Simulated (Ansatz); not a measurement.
Write a Python script for Ansatz 0.2.0 through its Python package that makes a projected density of states of MgAlCu3Se4, space group P-43m. Settings: PBEsol, PAW, the default cutoff (420 eV here), 4×4×4 k-points, Fermi-Dirac smearing of 0.05 eV.

```
Mg Al Cu Se
1.0
     5.78550    0.00000    0.00000
     0.00000    5.78550    0.00000
     0.00000    0.00000    5.78550
Mg Al Cu Se
1 1 3 4
Direct
  0.50000 0.50000 0.50000
  0.00000 0.00000 0.00000
  0.00000 0.50000 0.00000
  0.00000 0.00000 0.50000
  0.50000 0.00000 0.00000
  0.24195 0.24195 0.24195
  0.75805 0.75805 0.24195
  0.24195 0.75805 0.75805
  0.75805 0.24195 0.75805
```

`mgalcu3se4.py`
```python
"""Which atoms and shells make the states of MgAlCu3Se4."""

import ansatz as az
import numpy as np

lattice = az.Lattice.of(
    [5.7855, 0.0, 0.0],
    [0.0, 5.7855, 0.0],
    [0.0, 0.0, 5.7855],
)
sites = [
    ("Mg", [0.5, 0.5, 0.5]),
    ("Al", [0.0, 0.0, 0.0]),
    ("Cu", [0.0, 0.5, 0.0]),
    ("Cu", [0.0, 0.0, 0.5]),
    ("Cu", [0.5, 0.0, 0.0]),
    ("Se", [0.24195, 0.24195, 0.24195]),
    ("Se", [0.75805, 0.75805, 0.24195]),
    ("Se", [0.24195, 0.75805, 0.75805]),
    ("Se", [0.75805, 0.24195, 0.75805]),
]
crystal = az.Crystal(lattice=lattice)
for symbol, position in sites:
    crystal = crystal.atom(symbol, position)

base = (
    crystal.calculation()
    .functional("pbesol")
    .kpoints(4, 4, 4)
    .occupations("fermi_dirac", width=0.05)
    .scf(extra_bands=24)
    .density_of_states(projected=True, method="smearing", broadening_width=0.15, energy_step=0.1)
)
result = base.run()
data = result.report

dos = result.density_of_states()
energy = np.asarray(dos.energies_ev) - dos.fermi_ev
curves = {}
for site in result.projected_density_of_states().sites:
    for shell in site.shells:
        weight = sum(np.sum(curve.g_bin_mean_per_ev, axis=0) for curve in shell.curves)
        name = f"{site.species} {shell.label}"
        curves[name] = curves.get(name, 0) + weight

step = energy[1] - energy[0]
windows = [(-8, -4), (-4, 0), (0, 6)]
print("states by shell in windows of E - E_F (eV):", windows)
for name, g in curves.items():
    print(f"{name:8s}", " ".join(f"{step * g[(energy >= a) & (energy < b)].sum():8.3f}" for a, b in windows))
filled = (energy < 0) & (energy > -8)
for name, g in curves.items():
    if g[filled].sum() * step > 0.5:
        print(f"centre of {name}: {np.average(energy[filled], weights=g[filled]):.2f} eV")
```

`python mgalcu3se4.py` gives:
```text
DeckWarning: basis.ecutwfc = 420 eV, auto-derived from the records' recommended cutoffs: set by Mg (normal level)
states by shell in windows of E - E_F (eV): [(-8, -4), (-4, 0), (0, 6)]
Mg 2S       0.001    0.000    0.001
Mg 3S       0.324    0.118    1.021
Mg 2P       0.000    0.000    0.000
Al 3S       0.517    0.060    1.015
Al 3P       0.962    0.264    3.003
Cu 3S       0.006    0.000    0.007
Cu 4S       1.046    0.317    3.170
Cu 3P       0.007    0.011    0.002
Cu 3D       1.203   28.185    0.381
Se 4S       0.413    0.185    0.795
Se 4P       8.749   10.932    2.981
Se 3D       0.000    0.000    0.000
centre of Al 3S: -6.15 eV
centre of Al 3P: -4.43 eV
centre of Cu 4S: -4.29 eV
centre of Cu 3D: -2.08 eV
centre of Se 4S: -4.45 eV
centre of Se 4P: -3.63 eV
```
(Warnings from the package without file and line.)

Reading the output:
- The mesh is modest for a metal, so energies can be off by several to tens of meV an atom and pressures by half a GPa or more; differences at equal mesh fare better.
- The structure comes from a database of computed cells and needn't be a stable or known phase.
- Curves are summed over the cell's atoms. Only shells that the potentials hold have channels, so projections don't add up to the total, least of all where a shell is missing (p of most metals); heights and places of peaks move with the mesh.
- The density of states is complete only as far up as bands were computed.
- A band centre counts only the states inside the window taken.
- Timing: 22 s on 1 thread of Arm Neoverse V1 (shared host), peak memory 0.53 GiB.

(Lines on the test bed's own set-up are left out of the output.)
